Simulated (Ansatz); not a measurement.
# GeH2O (singlet): the correlation ladder at a displaced geometry (v1), cc-pVDZ

The task here is to estimate one member of a computed series from the others.

Method: cc-pVDZ, core rule «outside noble gas», up to 15 orbitals frozen; program: Ansatz 0.2.0, Gaussian basis.

The runs, in order: UHF; CCSD(T) on RHF; BCCD(T) on RHF; CISD; CCSDT(Q) on RHF.

23 further runs of the same task are left out: 9 for a known fault of the program, 6 that didn't finish, 8 set aside as unsound or not needed.

**What is computed**

The geometry is a PBE0/def2-TZVP stationary point (not a proven minimum) with its atoms shifted at random (size 0.040 Å). No spin-orbit coupling is included. The filled d shell of Ge may be among the frozen orbitals whatever the setting's name suggests; the logs give the count.

4 atoms, charge 0, spin multiplicity 1.

Atoms are counted from 1 here; the program's logs count them from 0.

Bond lengths: Ge1–O2 1.800 Å, Ge1–H3 1.635 Å, O2–H4 0.972 Å. Angles: O2–Ge1–H3 90.8°, Ge1–O2–H4 112.6°.

The first run:

File in.yaml:

```yaml
crystal:
  periodic: [false, false, false]
  atoms:
    - {symbol: Ge, position_ang: [0.000242, -0.042466, 0.339038]}
    - {symbol: O, position_ang: [-0.000591, 0.138243, -1.451883]}
    - {symbol: H, position_ang: [0.047373, 1.581628, 0.525686]}
    - {symbol: H, position_ang: [-0.055404, -0.715561, -1.913126]}
basis:
  gaussian: {orbitals: cc-pVDZ}
magnetization: {spin_polarized: true, initial_magnetization: 0}
hamiltonian: {xc: hf}
output: {orbitals: {seedname: orbitals}}
```

Launch:

```console
$ ansatz run in.yaml --threads 1 --pin off --events-out ev --progress --plain --max-ram 2393MiB
```

Steps of the session up to this table: UHF; CCSD(T) on RHF; BCCD(T) on RHF; CISD; CCSDT(Q) on RHF.

One table of the session follows, with a row left open; its other results are not shown here.

```
   method  from RCCSDT(Q) (kJ/mol)
      RHF                   +801.1
     RMP2                    +80.1
    RCCSD                    +24.4
 RCCSD(T)                     +4.3
  BCCD(T)                     +4.0
   RCCSDT                        ?
RCCSDT(Q)                        0
```

Q: Estimate the row for RCCSDT from the others.

The run gave: from RCCSDT(Q) (kJ/mol): +2.6. In the column «from RCCSDT(Q) (kJ/mol)» it lies between RCCSDT(Q) (0) and BCCD(T) (+4.0).

Not comparable, so not listed: CISD (they don't share determinant, frozen orbitals or solution with the rows shown, or repeat one).
